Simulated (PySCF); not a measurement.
# One shape, several levels: SnGeH6 (SMILES [GeH3][SnH3])

Wanted: a comparison of 6 runs (HF/STO-3G, B2PLYP/def2-SVP, B3LYP/def2-SVP, M06-2X/def2-SVP, r2SCAN/def2-SVP, SCS-MP2/def2-SVP) of SnGeH6. 

The calculation is run with PySCF 2.14.0.

1 further run of the same task is left out (set aside as unsound or not needed).

**1. The system as given**

SnGeH6: 8 atoms, total charge 0, spin state singlet. As SMILES, `[GeH3][SnH3]`. The coordinates come from a PBE0-D4/def2-TZVP relaxation.

Bond lengths: Ge1–Sn2 2.595 Å, Ge1–H3 1.538 Å, Ge1–H4 1.538 Å, Ge1–H5 1.538 Å, Sn2–H6 1.707 Å, Sn2–H7 1.707 Å, Sn2–H8 1.707 Å. Some angles: Ge1–Sn2–H6 110.4°, Ge1–Sn2–H7 110.5°, Ge1–Sn2–H8 110.4°, Sn2–Ge1–H3 110.4°, Sn2–Ge1–H4 110.4°, Sn2–Ge1–H5 110.4°, H6–Sn2–H7 108.5°, H6–Sn2–H8 108.5°, H7–Sn2–H8 108.5°, H3–Ge1–H4 108.5°.

**2. A single-point energy at HF/STO-3G (run 1)**

Contents of run.py:

```python
from pyscf import gto

mol = gto.M(
    atom='''
Ge    -1.425042     0.540084    -1.967772
Sn     1.420129    -0.548587     1.875175
H     -3.459711     2.470439    -1.208480
H     -2.746528    -1.849286    -2.961201
H      0.165351     1.675242    -4.118280
H     -0.354513    -1.762737     4.280608
H      3.649061    -2.729142     1.046530
H      2.925107     2.095895     2.948162
''',
    max_memory=1860,
    verbose=3,
    unit='bohr',
    basis='sto-3g',
)

mf = mol.RHF()
mf.conv_tol = 1e-10
mf.kernel()
if not mf.converged:
    mf = mf.newton().run(mf.mo_coeff, mf.mo_occ)

etot = mf.e_tot
print('Final energy', etot)
```

Started as:

```bash
$ OMP_NUM_THREADS=1 python run.py
```

Log:

```text
converged SCF energy = -8018.57862648955
Final energy -8018.578626489545
```

Run time: 0.76 s. Hardware: 1 thread of Intel Xeon 6975P-C (Granite Rapids), shared host; peak memory 0.12 GiB.

**3. The energy at B2PLYP/def2-SVP (core potential) (run 2)**

Contents of input.py:

```python
from pyscf import gto, dft, mp

molecule = gto.Mole()
molecule.atom = '''
Ge      -0.754100       0.285800      -1.041300
Sn       0.751500      -0.290300       0.992300
H       -1.830800       1.307300      -0.639500
H       -1.453400      -0.978600      -1.567000
H        0.087500       0.886500      -2.179300
H       -0.187600      -0.932800       2.265200
H        1.931000      -1.444200       0.553800
H        1.547900       1.109100       1.560100
'''
molecule.ecp = {'Sn': 'def2-svp'}
molecule.verbose = 3
molecule.basis = 'def2-svp'
molecule.max_memory = 1860
molecule.spin = 0
molecule.charge = 0
molecule.build()

mf = dft.RKS(molecule, xc='0.53*HF + 0.47*B88, 0.73*LYP')
mf.conv_tol = 1e-10
mf.grids.level = 5
mf.kernel()
if not mf.converged:
    mf = mf.newton().run(mf.mo_coeff, mf.mo_occ)

pt = mp.MP2(mf, frozen=13).run()
energy = mf.e_tot + 0.27 * pt.e_corr
print('PT2 part  %.8f' % (0.27 * pt.e_corr))
print(f'total energy: {energy:.8f} hartree')
```

Started as:

```bash
$ OMP_NUM_THREADS=1 python input.py
```

Log:

```text
converged SCF energy = -2293.82542692656
E(RMP2) = -2294.26970945332  E_corr = -0.444282526761643
E(SCS-RMP2) = -2294.26249298358  E_corr = -0.437066057020666
PT2 part  -0.11995628
total energy: -2293.94538321 hartree
```

Wall time 11 s (1 thread of Intel Xeon 6975P-C (Granite Rapids), shared host); peak memory 0.46 GiB.

Runs 3 to 5 aren't shown in full; the table further down has their settings and results.

**4. A single-point energy at SCS-MP2/def2-SVP (core potential) (run 6)**

Contents of calc.py:

```python
from pyscf import gto, scf, mp

molecule = gto.M(
    atom='''
Ge    -0.754100     0.285800    -1.041300
Sn     0.751500    -0.290300     0.992300
H     -1.830800     1.307300    -0.639500
H     -1.453400    -0.978600    -1.567000
H      0.087500     0.886500    -2.179300
H     -0.187600    -0.932800     2.265200
H      1.931000    -1.444200     0.553800
H      1.547900     1.109100     1.560100
''',
    basis='def2-svp',
    verbose=3,
    ecp={'Sn': 'def2-svp'},
    max_memory=1860,
    spin=0,
)

mf = scf.RHF(molecule)
mf.conv_tol = 1e-10
mf.kernel()
if not mf.converged:
    mf = mf.newton().run(mf.mo_coeff, mf.mo_occ)

pt = mp.MP2(mf, frozen=13).run()
e_tot = mf.e_tot + 1.2 * pt.e_corr_os + pt.e_corr_ss / 3
print('Final energy', e_tot)
```

Started as:

```bash
$ OMP_NUM_THREADS=1 python calc.py
```

Log:

```text
converged SCF energy = -2291.91582462894
E(RMP2) = -2292.27744156398  E_corr = -0.361616935036134
E(SCS-RMP2) = -2292.27244332493  E_corr = -0.356618695987259
Final energy -2292.2724433249305
```

Wall time 1.5 s (1 thread of Intel Xeon 6975P-C (Granite Rapids), shared host); peak memory 0.21 GiB.

**5. All runs side by side**

```tsv
run	level	core potential	frozen core orbitals	energy (Eh)	dipole moment (D) of the reference	HOMO energy (eV)	LUMO energy (eV)	wall time
1	HF/STO-3G	–	–	-8018.578626	0.16	-8.22	10.21	0.76 s
2	B2PLYP/def2-SVP (core potential)	def2-svp	13	-2293.945383	0.10	-8.74	1.31	11 s
3	B3LYP/def2-SVP (core potential)	def2-svp	–	-2294.739788	0.11	-7.68	-0.14	11 s
4	M06-2X/def2-SVP (core potential)	def2-svp	–	-2294.527685	0.06	-8.86	1.05	17 s
5	r2SCAN/def2-SVP (core potential)	def2-svp	–	-2294.685287	0.08	-7.14	-0.43	19 s
6	SCS-MP2/def2-SVP (core potential)	def2-svp	13	-2292.272443	0.10	-10.28	3.28	1.5 s
```

**6. Outcome**

```
                                           quantity           value
                                run 6: total energy  -2292.27244 Eh
        run 6: dipole moment (Hartree–Fock density)          0.10 D
         run 6: HOMO energy (Hartree–Fock orbitals)       -10.28 eV
         run 6: LUMO energy (Hartree–Fock orbitals)         3.28 eV
       run 6: HOMO–LUMO gap (Hartree–Fock orbitals)        13.56 eV
run 6: correlation energy (13 core orbitals frozen)      -356.6 mEh
```

What this shows: Over runs 1, 2, 3, 4, 5 the dipole moment (its size) runs from 0.06 D (M06-2X/def2-SVP) to 0.16 D (HF/STO-3G). The two ends differ in method and basis and core potential. The two dipoles point in opposite directions. Over runs 1, 2, 3, 4, 5 the HOMO–LUMO gap runs from 6.71 eV (r2SCAN/def2-SVP) to 18.43 eV (HF/STO-3G). Totals of different functionals can't be ranked against each other. Some runs of one species differ in core potentials or relativity; totals across that change don't compare. In run 1 the basis is minimal, so the values are rough. In run 1 relativity is left out where basis or elements ask for it. All runs together took 60 s, the longest 19 s.
